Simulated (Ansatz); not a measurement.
# CH6AlNSi: how energies converge with the basis set

Aim: see how fast density functionals converge with the basis set for CH6AlNSi.

The runs use Ansatz 0.2.0, Gaussian basis; one geometry, several basis sets.

Levels to be run: PBE0-D4/def2-SVP; ωB97M-V/def2-SVP; PBE0-D4/def2-QZVPP; ωB97M-V/def2-QZVPP; the functionals' def2-TZVPP values are taken from earlier runs.

## Step 1: Structure used throughout

An earlier PBE0-D4 in a triple-zeta def2 set relaxation fixed the geometry.

SMILES `C[SiH]1[NH][AlH]1`, 10 atoms, charge 0, spin multiplicity 1.

Atoms are counted from 1 here; the program's logs count them from 0.

Bond lengths: C1–Si2 1.873 Å, C1–H5 1.094 Å, C1–H6 1.095 Å, C1–H7 1.091 Å, Si2–N3 1.761 Å, Si2–Al4 2.305 Å, Si2–H8 1.497 Å, N3–Al4 1.778 Å, N3–H9 1.009 Å, Al4–H10 1.582 Å. Angles: Si2–C1–H5 110.2°, Si2–C1–H6 110.4°, Si2–C1–H7 111.7°, H5–C1–H6 107.5°, H5–C1–H7 108.4°, H6–C1–H7 108.5°, C1–Si2–N3 117.1°, C1–Si2–Al4 128.6°, C1–Si2–H8 106.5°, N3–Si2–Al4 49.7°, N3–Si2–H8 114.8°, Al4–Si2–H8 124.3°, Si2–N3–Al4 81.3°, Si2–N3–H9 130.4°, Al4–N3–H9 148.3°, Si2–Al4–N3 49.0°, Si2–Al4–H10 176.5°, N3–Al4–H10 134.4°.

## Step 2: PBE0-D4 in def2-SVP

Input file in.yaml:

```yaml
crystal:
  periodic: [false, false, false]
  atoms:
    - {symbol: C, position_ang: [-1.630855, 0.260847, -0.357983]}
    - {symbol: Si, position_ang: [-0.001103, -0.638207, -0.150364]}
    - {symbol: N, position_ang: [1.158135, 0.051937, 0.981214]}
    - {symbol: Al, position_ang: [2.133650, 0.155742, -0.501475]}
    - {symbol: H, position_ang: [-2.188659, -0.158556, -1.200090]}
    - {symbol: H, position_ang: [-2.248134, 0.142718, 0.538310]}
    - {symbol: H, position_ang: [-1.482648, 1.326794, -0.539177]}
    - {symbol: H, position_ang: [-0.336030, -2.076446, 0.092303]}
    - {symbol: H, position_ang: [1.093461, 0.196982, 1.977779]}
    - {symbol: H, position_ang: [3.585182, 0.687089, -0.837517]}
basis:
  gaussian: {orbitals: def2-SVP}
hamiltonian: {xc: pbe0, dispersion: d4}
output: {orbitals: {seedname: orbitals}}
```

Started as:

```bash
$ ansatz run in.yaml --threads 2 --pin off --events-out ev --progress --plain --max-ram 4352MiB
```

The runs that follow: ωB97M-V in def2-SVP; PBE0-D4 in def2-QZVPP; ωB97M-V in def2-QZVPP.

Before running them: what should the planned runs give, taken together? Wanted: PBE0-D4: double and triple zeta above quadruple; ωB97M-V: double and triple zeta above quadruple.

**Answer**, as computed:

```
                                       quantity          value
PBE0-D4: double and triple zeta above quadruple  8.82, 0.63 eV
ωB97M-V: double and triple zeta above quadruple  8.93, 0.60 eV
```

In words: PBE0-D4 gains 8.19 eV from double to triple zeta, then 0.63 eV more. Total energies overstate the basis error of differences, where much of it tends to cancel. The LUMO of ωB97M-V is positive and keeps falling with the basis (0.93 to 0.39 eV): an unbound level that the basis holds in place.
